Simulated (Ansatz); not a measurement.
# MgB under changes of volume

One of the cells (12.133 Å³/atom); the others are scaled copies at fixed shape and fractional positions:

```
Mg B
1.0
     2.89515    0.00000    0.00000
     0.00000    2.89515    0.00000
     0.00000    0.00000    2.89515
Mg B
1 1
Direct
  0.00000 0.00000 0.00000
  0.50000 0.50000 0.50000
```

The cell was built by a generator and needn't be a form met in nature.

| Item | Value |
| --- | --- |
| Program | Ansatz 0.2.0 |
| Functional | PBE |
| Potentials or basis | SPMS NC |
| Cutoff | 789 eV (not typed: the program's choice for these potentials) |
| k mesh | 9 × 9 × 9 |
| Occupations | fermi-dirac, width 0.05 eV |
| Spin | no spin polarisation |

```tsv
volume (Å³/atom)	energy over the lowest point (meV/atom)	pressure (GPa)
11.405	?	?
11.648	6.46	4.0
11.891	1.84	2.1
12.133	0.00	0.3
12.376	0.65	-1.3
12.619	3.62	-2.8
12.861	8.82	-4.1
```

Task: What does the run at 11.405 Å³/atom give?

Result: Energy over the lowest point 14.19 meV/atom; pressure 6.2 GPa.

Worked out: A Birch-Murnaghan fit of order 3 (a polynomial in V^(-2/3)) to the other rows has its minimum at 12.19 Å³/atom with B0 = V·E''(V) = 82 GPa (rough, since the energies scatter). It gives 13.97 meV/atom at 11.405 Å³/atom, against the run's 14.19, and -dE/dV = 6.0 GPa, against 6.2.

Energies are extrapolated to zero smearing.
